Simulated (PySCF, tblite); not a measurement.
**C₃H₁₁BrOSi₃: geometry, infrared bands and NMR shifts**

Aim: predict the infrared bands and NMR shifts of C₃H₁₁BrOSi₃ (`C=C[C@H](Br)[SiH2][SiH2]O[SiH3]`).

The runs use tblite 0.8.0 and PySCF 2.14.0, with density-fitted response routines of our own; the level of theory stands in each step. All values are computed, except where a source is named. Atoms are numbered from 0 throughout.

## 1. Starting geometry

19 atoms, charge 0, multiplicity 1; geometry from: force field or distance geometry start.

Bonds of the start (Å): C0–C1 1.33, C1–C2 1.50, C2–Br3 1.93, C2–Si4 1.87, Si4–Si5 2.24, Si5–O6 1.72, O6–Si7 1.73, C0–H8 1.10, C0–H9 1.08, C1–H10 1.08, C2–H11 1.12, Si4–H12 1.47, Si4–H13 1.48, Si5–H14 1.49, Si5–H15 1.45, Si7–H16 1.49, Si7–H17 1.44, Si7–H18 1.49.

## 2. Optimising the geometry with GFN2-xTB

What the job is given:

```
{"job": {"kind": "relax", "xc": "GFN2-xTB", "basis": "xTB"}, "charge": 0, "multiplicity": 1}
C     -3.345400    -0.512400    -1.106500
C     -2.790300     0.517700    -0.477600
C     -1.655800     0.224400     0.455400
Br    -1.877900     1.167300     2.122500
Si    -0.003500     0.667400    -0.287700
Si     1.267200    -1.161200    -0.033900
O      2.690200    -1.019700    -0.993400
Si     3.613000     0.230600    -0.242800
H     -4.183100    -0.381300    -1.801100
H     -2.955500    -1.499000    -0.900300
H     -3.121600     1.535600    -0.605500
H     -1.699000    -0.872500     0.701200
H      0.568200     1.773200     0.487900
H     -0.106400     1.080800    -1.703100
H      1.724400    -1.139200     1.383800
H      0.467100    -2.336600    -0.341800
H      3.671200    -0.113000     1.203300
H      4.925900     0.374200    -0.823700
H      2.801500     1.473000    -0.320900
```

On the command line:

```sh
> OMP_NUM_THREADS=1 python probes_run.py task.json out
```

This one command runs all jobs of the session in turn.

Standard output:

```text
step      E/eV     max force
  0    -690.98969    2.748
  1    -691.20207    1.819
  2    -691.32634    0.952
  3    -691.38486    0.926
  4    -691.49349    0.648
  5    -691.57274    0.789
  6    -691.67708    0.809
  7    -691.75175    0.709
  8    -691.80698    0.492
  9    -691.85253    0.474
 10    -691.88547    0.518
 11    -691.92783    0.505
 12    -691.97229    0.467
 13    -692.00510    0.345
 14    -692.02181    0.288
 15    -692.03650    0.296
 16    -692.05443    0.363
 17    -692.07490    0.471
 18    -692.09784    0.416
 19    -692.11791    0.292
 20    -692.13190    0.222
 21    -692.14178    0.219
 22    -692.14998    0.187
 23    -692.15740    0.215
 24    -692.16470    0.201
 25    -692.17189    0.187
 26    -692.17822    0.209
 27    -692.18380    0.209
 28    -692.18791    0.142
 29    -692.19137    0.119
 30    -692.19344    0.110
 31    -692.19570    0.111
 32    -692.19733    0.091
 33    -692.19892    0.086
 34    -692.20042    0.089
 35    -692.20185    0.096
 36    -692.20290    0.069
 37    -692.20366    0.058
 38    -692.20427    0.056
 39    -692.20482    0.057
 40    -692.20536    0.049
 41    -692.20589    0.050
 42    -692.20640    0.067
 43    -692.20689    0.061
 44    -692.20735    0.054
 45    -692.20774    0.037
 46    -692.20806    0.034
 47    -692.20837    0.048
 48    -692.20871    0.060
 49    -692.20910    0.057
 50    -692.20945    0.047
 51    -692.20970    0.041
 52    -692.20991    0.035
 53    -692.21018    0.040
 54    -692.21058    0.057
 55    -692.21115    0.071
 56    -692.21181    0.073
 57    -692.21244    0.062
 58    -692.21303    0.064
 59    -692.21374    0.069
 60    -692.21482    0.120
 61    -692.21627    0.142
 62    -692.21766    0.108
 63    -692.21869    0.070
 64    -692.21968    0.073
 65    -692.22086    0.110
 66    -692.22243    0.143
 67    -692.22438    0.149
 68    -692.22657    0.115
 69    -692.22867    0.122
 70    -692.23029    0.101
 71    -692.23174    0.081
 72    -692.23338    0.099
 73    -692.23511    0.129
 74    -692.23680    0.199
 75    -692.23934    0.151
 76    -692.24216    0.068
 77    -692.24354    0.072
 78    -692.24458    0.092
 79    -692.24572    0.085
 80    -692.24689    0.077
 81    -692.24908    0.113
 82    -692.25011    0.113
 83    -692.25165    0.092
 84    -692.25289    0.066
 85    -692.25361    0.070
 86    -692.25492    0.118
 87    -692.25722    0.148
 88    -692.26043    0.130
 89    -692.26301    0.171
 90    -692.26018    0.221
 91    -692.26593    0.103
 92    -692.26710    0.091
 93    -692.26993    0.110
 94    -692.27136    0.080
 95    -692.27481    0.106
 96    -692.27678    0.122
 97    -692.27941    0.105
 98    -692.28198    0.112
 99    -692.28458    0.117
100    -692.28729    0.156
101    -692.28972    0.108
102    -692.29241    0.105
103    -692.29394    0.099
104    -692.29532    0.088
105    -692.29647    0.073
106    -692.29757    0.077
107    -692.29859    0.067
108    -692.29958    0.072
109    -692.30054    0.079
110    -692.30143    0.083
111    -692.30232    0.059
112    -692.30312    0.063
113    -692.30390    0.079
114    -692.30465    0.080
115    -692.30535    0.054
116    -692.30584    0.060
117    -692.30626    0.050
118    -692.30668    0.063
119    -692.30715    0.044
120    -692.30764    0.048
121    -692.30810    0.038
122    -692.30850    0.039
123    -692.30893    0.045
124    -692.30943    0.053
125    -692.30996    0.060
126    -692.31041    0.048
127    -692.31068    0.031
128    -692.31083    0.022
129    -692.31093    0.026
130    -692.31106    0.037
131    -692.31125    0.039
132    -692.31155    0.040
133    -692.31196    0.046
134    -692.31242    0.051
135    -692.31284    0.045
136    -692.31319    0.041
137    -692.31345    0.030
138    -692.31364    0.026
139    -692.31380    0.027
140    -692.31400    0.040
141    -692.31429    0.056
142    -692.31473    0.062
143    -692.31521    0.068
144    -692.31559    0.053
145    -692.31579    0.031
146    -692.31593    0.024
147    -692.31601    0.025
148    -692.31613    0.030
149    -692.31628    0.032
150    -692.31644    0.044
151    -692.31660    0.038
152    -692.31671    0.024
153    -692.31677    0.014
154    -692.31680    0.014
155    -692.31684    0.016
156    -692.31688    0.016
157    -692.31692    0.014
158    -692.31696    0.014
159    -692.31700    0.015
160    -692.31704    0.019
161    -692.31707    0.021
162    -692.31711    0.016
163    -692.31713    0.012
164    -692.31716    0.012
165    -692.31718    0.013
166    -692.31720    0.014
167    -692.31724    0.013
168    -692.31728    0.018
169    -692.31733    0.019
170    -692.31738    0.023
171    -692.31744    0.024
172    -692.31751    0.018
173    -692.31759    0.022
174    -692.31767    0.025
175    -692.31776    0.031
176    -692.31788    0.035
177    -692.31803    0.030
178    -692.31820    0.034
179    -692.31840    0.037
180    -692.31861    0.049
181    -692.31881    0.044
182    -692.31895    0.028
183    -692.31909    0.032
184    -692.31925    0.043
185    -692.31943    0.046
186    -692.31960    0.034
187    -692.31976    0.029
188    -692.31994    0.040
189    -692.32018    0.037
190    -692.32044    0.044
191    -692.32061    0.041
192    -692.32075    0.024
193    -692.32085    0.020
194    -692.32091    0.016
195    -692.32096    0.019
196    -692.32101    0.020
197    -692.32107    0.018
198    -692.32114    0.025
199    -692.32122    0.023
200    -692.32129    0.016
201    -692.32135    0.018
202    -692.32143    0.022
203    -692.32151    0.022
204    -692.32158    0.017
205    -692.32163    0.014
206    -692.32167    0.016
207    -692.32170    0.018
208    -692.32174    0.018
209    -692.32179    0.017
210    -692.32184    0.017
211    -692.32189    0.017
212    -692.32195    0.024
213    -692.32201    0.023
214    -692.32210    0.023
215    -692.32218    0.018
216    -692.32223    0.019
217    -692.32227    0.013
218    -692.32230    0.014
219    -692.32233    0.015
220    -692.32235    0.013
221    -692.32237    0.011
222    -692.32238    0.009
```

Run time: 4.3 s. Hardware: 1 thread of Arm Neoverse N1, shared host; peak memory 0.18 GiB.

Along the way: (not every step is listed)

```csv
step,energy from step 0 (eV),largest force (eV/Å)
0,0.0000,2.7477
1,-0.2124,1.8186
2,-0.3366,0.9518
3,-0.3952,0.9262
4,-0.5038,0.6484
5,-0.5830,0.7891
6,-0.6874,0.8089
7,-0.7621,0.7087
8,-0.8173,0.4918
28,-1.1982,0.1424
48,-1.2190,0.0602
68,-1.2369,0.1148
88,-1.2707,0.1296
108,-1.3099,0.0720
128,-1.3211,0.0216
148,-1.3264,0.0297
168,-1.3276,0.0177
188,-1.3302,0.0400
208,-1.3320,0.0181
217,-1.3326,0.0135
218,-1.3326,0.0144
219,-1.3326,0.0151
220,-1.3327,0.0135
221,-1.3327,0.0112
222,-1.3327,0.0093
```

Close pairs (by a distance rule), those that changed most:

```csv
bond,before (Å),after (Å),change (Å)
O6–Si7,1.726,1.621,-0.105
Si5–O6,1.722,1.622,-0.100
C2–Si4,1.865,1.929,+0.064
Si4–Si5,2.241,2.304,+0.063
C2–Br3,1.928,1.980,+0.052
C2–H11,1.125,1.090,-0.035
Si7–H16,1.487,1.460,-0.027
Si7–H18,1.486,1.459,-0.027
```

The next job starts from the end point, and lists it.

## 3. Vibrational analysis with GFN2-xTB

What the job is given:

```
{"job": {"kind": "ir", "xc": "GFN2-xTB", "basis": "xTB"}, "charge": 0, "multiplicity": 1}
C     -3.837151    -0.094678    -1.386032
C     -3.110356     0.366058    -0.382430
C     -1.946121    -0.339473     0.180353
Br    -2.085305    -0.415873     2.153630
Si    -0.287787     0.576588    -0.181685
Si     1.450814    -0.600699     0.767591
O      2.734408     0.025764    -0.001483
Si     4.284581     0.189172    -0.445185
H     -4.648983     0.472990    -1.805473
H     -3.642327    -1.057160    -1.830380
H     -3.323534     1.332224     0.053708
H     -1.925678    -1.381289    -0.138783
H     -0.509752     1.928388     0.360232
H     -0.301423     0.742471    -1.648013
H      1.673975    -0.400251     2.202352
H      1.449216    -2.050455     0.517138
H      5.124620     0.038849     0.739474
H      4.554816    -0.856657    -1.428380
H      4.336183     1.533282    -1.010603
```

Standard output:

```text
mode    cm-1     km/mol
  1     -21.8      0.03
  2      20.6      0.28
  3      31.5      0.36
  4      44.5      0.28
  5      63.5      0.59
  6      68.5      2.23
  7      73.1      1.41
  8     120.6      3.84
  9     162.2      0.33
 10     226.2      2.15
 11     253.8      2.99
 12     332.3      5.75
 13     359.0     43.32
 14     450.1      3.55
 15     474.1      1.32
 16     552.1     22.29
 17     566.2      3.28
 18     582.5      5.73
 19     591.8     30.30
 20     616.2     48.91
 21     620.6     82.96
 22     666.5     16.59
 23     672.2    930.65
 24     746.0     81.75
 25     757.0     58.68
 26     766.3    169.86
 27     778.2     65.78
 28     790.8    603.22
 29     809.3     91.75
 30     825.8    277.57
 31     880.9     18.03
 32     951.6      7.22
 33    1013.5     18.36
 34    1090.7    756.24
 35    1104.9     23.55
 36    1138.9      6.20
 37    1211.3     17.63
 38    1298.1      6.43
 39    1410.7      5.02
 40    1693.5     19.99
 41    2154.2    103.93
 42    2163.7    336.04
 43    2188.4    246.64
 44    2219.0    179.72
 45    2270.5    417.70
 46    2281.8    357.22
 47    2295.0    109.34
 48    2965.3     19.31
 49    3071.0     16.53
 50    3100.6     18.13
 51    3134.3     32.25
```

Wall time 1.8 s (1 thread of Arm Neoverse N1, shared host); peak memory 0.18 GiB.

Which atoms move in the most intense modes:

```csv
cm⁻¹,km/mol,atoms
672,930.6,"H12 34 %, H13 22 %, H14 15 %, H15 12 %"
791,603.2,"H12 17 %, H13 17 %, H17 17 %, H16 15 %"
826,277.6,"H17 18 %, H18 18 %, H16 17 %, H15 12 %"
1091,756.2,O6 76 %
2164,336.0,"H13 48 %, H15 47 %"
2188,246.6,H12 82 %
2270,417.7,"H17 65 %, H16 30 %"
2282,357.2,"H16 45 %, H18 31 %, H17 19 %"
```

## 4. Nuclear shieldings: PBE0/pcSseg-1

Same as in step 3 but for these lines:

```diff
@@ -1,2 +1,2 @@
-{"job": {"kind": "ir", "xc": "GFN2-xTB", "basis": "xTB"}, "charge": 0, "multiplicity": 1}
+{"job": {"kind": "nmr", "xc": "PBE0", "basis": "pcSseg-1"}, "charge": 0, "multiplicity": 1}
 C     -3.837151    -0.094678    -1.386032
```

Level: GIAO PBE0/pcSseg-1 NMR shielding, non-relativistic, gas phase.

Standard output:

```text
coarse grid: 74480 points
cycle   1  E = -3637.4797953818  dE = -5.370e-01  |g| = 1.049e+00  |ddm| = 4.052e+00
cycle   2  E = -3637.2658756161  dE =  2.139e-01  |g| = 1.367e+00  |ddm| = 1.821e+00
cycle   3  E = -3637.5938286745  dE = -3.280e-01  |g| = 2.791e-01  |ddm| = 1.482e+00
cycle   4  E = -3637.6068595246  dE = -1.303e-02  |g| = 5.533e-02  |ddm| = 2.364e-01
cycle   5  E = -3637.6072783333  dE = -4.188e-04  |g| = 2.230e-02  |ddm| = 6.844e-02
cycle   6  E = -3637.6074036270  dE = -1.253e-04  |g| = 6.921e-03  |ddm| = 2.938e-02
cycle   7  E = -3637.6074152356  dE = -1.161e-05  |g| = 2.204e-03  |ddm| = 7.833e-03
cycle   8  E = -3637.6074165074  dE = -1.272e-06  |g| = 4.322e-04  |ddm| = 2.616e-03
final grid: 152776 points
cycle   9  E = -3637.6073896293  dE =  2.413e-08  |g| = 6.435e-04  |ddm| = 1.870e-03
cycle  10  E = -3637.6073894693  dE =  1.600e-07  |g| = 1.024e-03  |ddm| = 1.502e-03
cycle  11  E = -3637.6073897375  dE = -2.682e-07  |g| = 7.683e-05  |ddm| = 8.816e-04
cycle  12  E = -3637.6073897391  dE = -1.624e-09  |g| = 1.752e-05  |ddm| = 9.194e-05
cycle  13  E = -3637.6073897392  dE = -7.094e-11  |g| = 2.221e-06  |ddm| = 1.946e-05
converged SCF energy = -3637.6073897392

GIAO shielding tensors (ppm)
atom      isotropic    diamagn.    paramagn.     s11        s22        s33       span
  0 C       67.686     252.334    -184.647    -39.871     83.445    159.485    199.356
  1 C       37.625     255.813    -218.188    -81.940     52.377    142.438    224.379
  2 C      137.574     252.185    -114.611    107.721    143.423    161.578     53.857
  3 Br    2156.417    3124.052    -967.635   1650.859   1867.306   2951.085   1300.225
  4 Si     405.037     882.278    -477.240    350.303    396.169    468.640    118.338
  5 Si     379.767     879.769    -500.002    326.457    350.612    462.234    135.777
  6 O      346.669     398.884     -52.215    251.386    379.330    409.291    157.905
  7 Si     389.275     880.148    -490.873    352.265    354.216    461.346    109.081
  8 H       26.447      26.781      -0.334     23.371     25.124     30.846      7.475
  9 H       26.297      31.200      -4.902     22.448     25.304     31.140      8.692
 10 H       25.509      30.458      -4.949     22.208     24.252     30.068      7.859
 11 H       27.853      34.018      -6.165     23.929     26.107     33.521      9.592
 12 H       27.407      31.282      -3.875     24.252     27.095     30.875      6.623
 13 H       27.514      32.130      -4.616     23.314     26.300     32.928      9.614
 14 H       25.990      29.488      -3.498     21.768     26.993     29.208      7.440
 15 H       26.085      30.317      -4.232     22.033     26.670     29.552      7.519
 16 H       26.671      27.719      -1.048     23.240     25.034     31.738      8.499
 17 H       26.657      28.654      -1.996     23.032     25.179     31.761      8.728
 18 H       26.702      29.059      -2.357     22.876     25.374     31.856      8.980
```

It took 94 s on 1 thread of Arm Neoverse N1, shared host; peak memory 1.1 GiB.

The references, computed at this level on geometries of the same kind, shield at (ppm): ¹H TMS 31.72, ¹³C TMS 186.9, ²⁹Si TMS 349.2, ¹⁷O H2O 336.1, ⁷⁹Br HBr 2622. Their shielding less the atom's gives the shift. The references are single molecules in the gas phase, so shifts against H2O, NH3, PH3, H3PO4 or CFCl3 are not on the usual liquid scales and can be off by tens of ppm. Atoms listed in one row are averaged.

```csv
atoms,environment,σ (ppm),δ (ppm),δ scaled to CDCl3
C1,alkene CH,37.6,149.3,143.8
C0,terminal =CH2 carbon,67.7,119.2,114.5
C2,allylic sp3 CH bonded to Br and Si,137.6,49.4,31.4
H10,hydrogen on an alkene CH,25.51,6.21,5.96
H14,"hydrogen on a silicon bonded to O, Si",25.99,5.73,–
H15,"hydrogen on a silicon bonded to O, Si",26.08,5.63,–
H9,hydrogen on a terminal =CH2 carbon,26.30,5.42,5.21
H8,hydrogen on a terminal =CH2 carbon,26.45,5.27,5.07
"H16, H17, H18",hydrogen on a silicon bonded to O,26.68,5.04,–
H12,"hydrogen on a silicon bonded to C, Si",27.41,4.31,–
H13,"hydrogen on a silicon bonded to C, Si",27.51,4.20,–
H11,hydrogen on an allylic sp3 CH bonded to Br and Si,27.85,3.86,3.75
Br3,bromine bonded to C,2156,466,–
Si5,"silicon bonded to O, Si, 2 H",379.8,-30.6,–
Si7,"silicon bonded to O, 3 H",389.3,-40.1,–
Si4,"silicon bonded to C, Si, 2 H",405.0,-55.9,–
O6,oxygen bonded to 2 Si,346.7,-10.6,–
```

The scaled column applies a straight-line fit of computed shieldings to shifts measured in CDCl3, with any fitted terms for Cl, Br or S neighbours (root-mean-square error 0.16 ppm for H, 1.9 ppm for C).

The run also stored atomic charges by several schemes (e):

```csv
atoms,Mulliken,IAO,Hirshfeld,ESP fit
C0,-0.14,-0.32,-0.10,-0.42
C1,-0.13,-0.13,-0.05,0.01
C2,-0.49,-0.39,-0.09,-0.53
Br3,-0.14,-0.08,-0.04,-0.06
Si4,0.34,0.44,0.23,0.23
Si5,0.66,0.75,0.32,0.31
O6,-0.73,-0.90,-0.31,-0.35
Si7,0.74,0.89,0.40,0.60
```

Mayer bond orders: C0–C1 1.95, C1–C2 1.00, C2–Br3 0.97, C2–Si4 0.77, Si4–Si5 0.90, Si5–O6 0.90, O6–Si7 0.92.

## 5. Summary of results

```
                                                              quantity                                                     value
                             strongest single infrared mode (GFN2-xTB)                                      672 cm⁻¹, 931 km/mol
                                          zero-point energy (GFN2-xTB)                                             75.3 kcal/mol
                                ¹³C shifts against TMS (PBE0/pcSseg-1)                                    149.3, 119.2, 49.4 ppm
¹H shifts against TMS (PBE0/pcSseg-1, means over atoms taken as alike)  6.21, 5.73, 5.63, 5.42, 5.27, 5.04, 4.31, 4.20, 3.86 ppm
                               ⁷⁹Br shifts against HBr (PBE0/pcSseg-1)                                                   466 ppm
                               ²⁹Si shifts against TMS (PBE0/pcSseg-1)                                   -30.6, -40.1, -55.9 ppm
                                ¹⁷O shifts against H2O (PBE0/pcSseg-1)                                                 -10.6 ppm
```

What this shows: Relaxing lowered the energy by 1.333 eV in 222 steps; the close pair that moved most is O6–Si7, from 1.726 to 1.621 Å. The lowest mode is imaginary (22i cm⁻¹), so the xTB geometry is not a minimum. The strongest single mode, at 672 cm⁻¹, is carried by H12, H13, H14, H15. GFN2-xTB is a fitted tight-binding method: band positions and strengths are rough. Its intensities can rank the bands wrongly. C2 stands next to heavy halogen, whose spin-orbit shielding this run leaves out, so the computed shift lies too far downfield, most of all for carbon beside Br or I. C1 (alkene CH) lies farthest downfield among carbon, at 149.3 ppm; an sp2 carbon of a C=C bond. The most deshielded hydrogen is H10 (hydrogen on an alkene CH), at 6.21 ppm: a vinylic proton, deshielded by the sp2 carbon and the C=C anisotropy. At PBE0/pcSseg-1: The largest span, 1300 ppm, is at Br3, where the paramagnetic term is -968 ppm. Spin-orbit coupling is left out, which matters for shieldings and couplings at and beside the heavy atoms.
